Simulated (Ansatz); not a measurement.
# C₂H₇AlBNO: small, medium and large basis sets

How large a basis does C₂H₇AlBNO need? Two functionals are run in growing sets.

Program: Ansatz 0.2.0, Gaussian basis. Level of theory: one geometry, several basis sets. These are calculated values, not measurements.

Levels to be run: PBE0-D4/def2-SVP; ωB97M-V/def2-SVP; PBE0-D4/def2-QZVPP; ωB97M-V/def2-QZVPP; the functionals' def2-TZVPP values are taken from earlier runs.

## Step 1: The geometry

All runs share one geometry, relaxed beforehand with PBE0-D4 in a triple-zeta def2 set.

13 atoms, charge 0, spin multiplicity 1.

Atoms are counted from 1 here; the program's logs count them from 0.

Bond lengths: B1–C2 1.616 Å, B1–C3 1.696 Å, B1–Al6 2.104 Å, B1–H7 1.266 Å, B1–H8 1.194 Å, C2–C3 1.466 Å, C2–H9 1.083 Å, C2–H10 1.084 Å, C3–N4 1.433 Å, C3–O5 1.422 Å, C3–Al6 2.051 Å, N4–H11 1.012 Å, N4–H12 1.015 Å, O5–Al6 1.719 Å, Al6–H7 1.865 Å, Al6–H13 1.564 Å. Angles: C2–B1–C3 52.5°, C2–B1–Al6 107.3°, C2–B1–H7 110.4°, C2–B1–H8 125.2°, C3–B1–Al6 64.3°, C3–B1–H7 110.7°, C3–B1–H8 127.1°, Al6–B1–H7 61.4°, Al6–B1–H8 119.7°, H7–B1–H8 115.8°, B1–C2–C3 66.6°, B1–C2–H9 118.4°, B1–C2–H10 115.2°, C3–C2–H9 116.7°, C3–C2–H10 116.7°, H9–C2–H10 114.9°, B1–C3–C2 61.0°, B1–C3–N4 119.0° and more.

## Step 2: PBE0-D4 in def2-SVP

in.yaml

```yaml
crystal:
  periodic: [false, false, false]
  atoms:
    - {symbol: B, position_ang: [-1.016000, 0.054852, 0.508921]}
    - {symbol: C, position_ang: [-0.823291, 0.337098, -1.070738]}
    - {symbol: C, position_ang: [0.427003, 0.006693, -0.381150]}
    - {symbol: N, position_ang: [1.119410, -1.240785, -0.516069]}
    - {symbol: O, position_ang: [1.306352, 1.085371, -0.089568]}
    - {symbol: Al, position_ang: [0.686538, 0.807699, 1.489523]}
    - {symbol: H, position_ang: [-1.114525, 1.146041, 1.143039]}
    - {symbol: H, position_ang: [-1.606260, -0.872476, 0.976166]}
    - {symbol: H, position_ang: [-0.926536, 1.354192, -1.429523]}
    - {symbol: H, position_ang: [-1.231825, -0.422439, -1.728011]}
    - {symbol: H, position_ang: [0.479281, -2.018555, -0.422058]}
    - {symbol: H, position_ang: [1.559882, -1.298981, -1.429145]}
    - {symbol: H, position_ang: [1.160370, 1.026488, 2.963611]}
basis:
  gaussian: {orbitals: def2-SVP}
hamiltonian: {xc: pbe0, dispersion: d4}
output: {orbitals: {seedname: orbitals}}
```

On the command line:

```console
ansatz run in.yaml --threads 4 --pin off --events-out ev --progress --plain --max-ram 10444MiB
```

After this run come: ωB97M-V in def2-SVP; PBE0-D4 in def2-QZVPP; ωB97M-V in def2-QZVPP.

Before running them: what should the planned runs give, taken together? Wanted: PBE0-D4: double and triple zeta above quadruple; ωB97M-V: double and triple zeta above quadruple.

**Answer**, as computed:

| quantity | value |
| --- | --- |
| PBE0-D4: double and triple zeta above quadruple | 10.17, 0.58 eV |
| ωB97M-V: double and triple zeta above quadruple | 10.39, 0.55 eV |

In words: PBE0-D4 gains 9.59 eV from double to triple zeta, then 0.58 eV more. These are total energies; as a rule much of such shifts cancels in differences, which this series doesn't test. The LUMO of ωB97M-V is positive and keeps falling with the basis (1.08 to 0.51 eV): an unbound level that the basis holds in place.
